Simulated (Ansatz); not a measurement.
# TeH2O (SMILES O[TeH]): one structure at several levels

One table from this session's results is given with a row withheld; the runs are named, their logs left out.

The runs use Ansatz 0.2.0, Gaussian basis; single points in def2-TZVPP.

Correlated methods freeze the cores. Filled d shells of the heavier atoms are correlated. Core potentials replace the inner electrons past krypton, and spin-orbit coupling is left out.

## Starting geometry

4 atoms, charge 0, spin multiplicity 1.

Atoms are counted from 1 here; the program's logs count them from 0.

Bond lengths: O1–Te2 2.088 Å, O1–H3 1.132 Å, Te2–H4 1.751 Å. Angles: Te2–O1–H3 109.6°, O1–Te2–H4 89.2°.

Geometry (Å):

```xyz
4
charge 0, multiplicity 1
O    -0.5097   -0.6918    0.6364
Te    0.5225    1.0882    0.2792
H     0.1845   -1.5721    0.4770
H    -0.0760    1.0746   -1.3668
```

Set-up of the first run:

The input, run/in.yaml:

```yaml
crystal:
  periodic: [false, false, false]
  atoms:
    - {symbol: O, position_ang: [-0.509700, -0.691800, 0.636400]}
    - {symbol: Te, position_ang: [0.522500, 1.088200, 0.279200]}
    - {symbol: H, position_ang: [0.184500, -1.572100, 0.477000]}
    - {symbol: H, position_ang: [-0.076000, 1.074600, -1.366800]}
basis:
  gaussian: {orbitals: def2-TZVPP}
correlation: {method: ccsd_t}
output: {forces: true}
```

The command line of these runs was not kept.

Steps of the session up to this table: CCSD(T)/def2-TZVPP; PBE0-D4/def2-TZVPP; wB97M-V/def2-TZVPP; r2SCAN-D4/def2-TZVPP; PBE-D4/def2-TZVPP; HSE06-D4/def2-TZVPP; BHLYP-D4/def2-TZVPP.

One table of the session follows, with a row left open; its other results are not shown here.

```
   method  RMS force component (eV/Å)  angle to CCSD(T) forces (°)  dipole (D)
  CCSD(T)                       2.070                    reference        1.75
  PBE0-D4                       2.155                          2.5        1.79
  wB97M-V                       2.168                          2.5        1.89
r2SCAN-D4                       2.042                          1.8        1.70
   PBE-D4                           ?                            ?           ?
 HSE06-D4                       2.151                          2.5        1.78
 BHLYP-D4                       2.383                          3.5        1.97
```

Q: Estimate the row for PBE-D4 from the others.

As computed: RMS force component (eV/Å): 1.848; angle to CCSD(T) forces (°): 4.6; dipole (D): 1.65. In the column «RMS force component (eV/Å)» it is the lowest.
